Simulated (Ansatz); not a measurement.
# CH₃BO₂S: how energies converge with the basis set

An exercise on one series of results from a longer session: the logs are not shown, and one member is left open.

Computed with Ansatz 0.2.0, Gaussian basis. Level: one geometry, several basis sets.

Plan: PBE0-D4/def2-SVP; ωB97M-V/def2-SVP; PBE0-D4/def2-QZVPP; ωB97M-V/def2-QZVPP; the functionals' def2-TZVPP values are taken from earlier runs.

## The relaxed structure

The geometry comes from an earlier relaxation with PBE0-D4 in a triple-zeta def2 set; it is a stationary point, not always the lowest conformer.

8 atoms, charge 0, spin multiplicity 1.

Atoms are counted from 1 here; the program's logs count them from 0.

Bond lengths: S1–C2 1.792 Å, S1–H6 1.343 Å, C2–O3 1.420 Å, C2–O5 1.430 Å, C2–H7 1.091 Å, O3–B4 1.385 Å, B4–O5 1.379 Å, B4–H8 1.185 Å. Angles: C2–S1–H6 94.7°, S1–C2–O3 110.3°, S1–C2–O5 116.2°, S1–C2–H7 111.5°, O3–C2–O5 94.1°, O3–C2–H7 112.8°, O5–C2–H7 111.0°, C2–O3–B4 84.0°, O3–B4–O5 98.0°, O3–B4–H8 130.6°, O5–B4–H8 131.4°, C2–O5–B4 83.9°.

The first run:

in.yaml

```yaml
crystal:
  periodic: [false, false, false]
  atoms:
    - {symbol: S, position_ang: [-1.362250, 1.201867, -0.652525]}
    - {symbol: C, position_ang: [0.166933, 0.356207, -0.254366]}
    - {symbol: O, position_ang: [0.195064, -0.924605, -0.867514]}
    - {symbol: B, position_ang: [0.316316, -1.384517, 0.433540]}
    - {symbol: O, position_ang: [0.272387, -0.164073, 1.073638]}
    - {symbol: H, position_ang: [-0.973437, 2.379062, -0.136452]}
    - {symbol: H, position_ang: [1.037193, 0.964207, -0.505576]}
    - {symbol: H, position_ang: [0.439993, -2.485147, 0.853555]}
basis:
  gaussian: {orbitals: def2-SVP}
hamiltonian: {xc: pbe0, dispersion: d4}
output: {orbitals: {seedname: orbitals}}
```

Run with:

```
$ ansatz run in.yaml --threads 2 --pin off --events-out ev --progress --plain --max-ram 4352MiB
```

Among the steps run: PBE0-D4 in def2-SVP; ωB97M-V in def2-SVP; PBE0-D4 in def2-QZVPP; ωB97M-V in def2-QZVPP.

One table of the session follows, with a row left open; its other results are not shown here.

It belongs to the step «Density functionals: the series». 

```
functional       basis  HOMO (eV)  LUMO (eV)
   PBE0-D4    def2-SVP          ?          ?
   PBE0-D4  def2-TZVPP      -7.69      -0.12
   PBE0-D4  def2-QZVPP      -7.72      -0.24
   ωB97M-V    def2-SVP      -9.82       2.36
   ωB97M-V  def2-TZVPP      -9.94       1.75
   ωB97M-V  def2-QZVPP      -9.98       1.37
```

Estimate the missing values for PBE0-D4, def2-SVP.

**Answer.** HOMO (eV): -7.59; LUMO (eV): 0.24. In the column «HOMO (eV)» it is the highest.
